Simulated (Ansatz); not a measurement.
# SnW2: the cost of one run

Method: DFT PBE, scalar-relativistic, plane waves, PAW, in Ansatz 0.2.0.

### Step 1. The structure to begin with

Symmetry: I4/mmm, No. 139, tetragonal system. Conventional cell: a = 3.568 Å, b = 3.568 Å, c = 8.752 Å, α = 90.00°, β = 90.00°, γ = 90.00°. Sn (site symmetry 4/mmm) is surrounded by 10 W at 2.91 to 2.93 Å. W (site symmetry 4mm) has 5 W at 2.89 to 2.93 Å and 5 Sn at 2.91 to 2.93 Å as nearest neighbours.

Structure file:

```
Sn W
1.0
    -1.78384    1.78384    4.37599
     1.78384   -1.78384    4.37599
     1.78384    1.78384   -4.37599
Sn W
1 2
Direct
  0.00000 0.00000 0.00000
  0.66500 0.66500 0.00000
  0.33500 0.33500 0.00000
```

(A quick probe on a coarse mesh, which set the mesh and smearing, is not shown.)

### Step 3. Coarse relaxation

input.yaml reads:

```yaml
crystal:
  lattice:
    - [-1.7838437908, 1.7838437908, 4.3759917993]
    - [1.7838437908, -1.7838437908, 4.3759917993]
    - [1.7838437908, 1.7838437908, -4.3759917993]
  atoms:
    - { symbol: Sn, position: [0.0, 0.0, 0.0] }
    - { symbol: W, position: [0.665, 0.665, 0.0] }
    - { symbol: W, position: [0.335, 0.335, 0.0] }
basis:
  ecutwfc: 420
kpoints:
  mp_grid: { grid: [6, 6, 6] }
hamiltonian:
  xc: pbe
scf:
  occupations: { method: gaussian, width: 0.1 }
  lower_state_search: "off"
output:
  forces: true
  stress: true
  eigenvalues: true
relax:
  adjacent_minimum: "off"
  f_tol: 0.04
  max_steps: 70
  cell: { stress_tol: 0.4 }
```

Command:

```bash
$ ansatz run input.yaml --threads 1 --pin off --max-ram 2560MiB --backend cpu --events-out ev --progress --plain --runs-dir out
```

Q: Estimate wall time and peak memory on 1 thread of Arm Neoverse V1, shared host.

About 19 s, with a peak of 0.35 GiB.
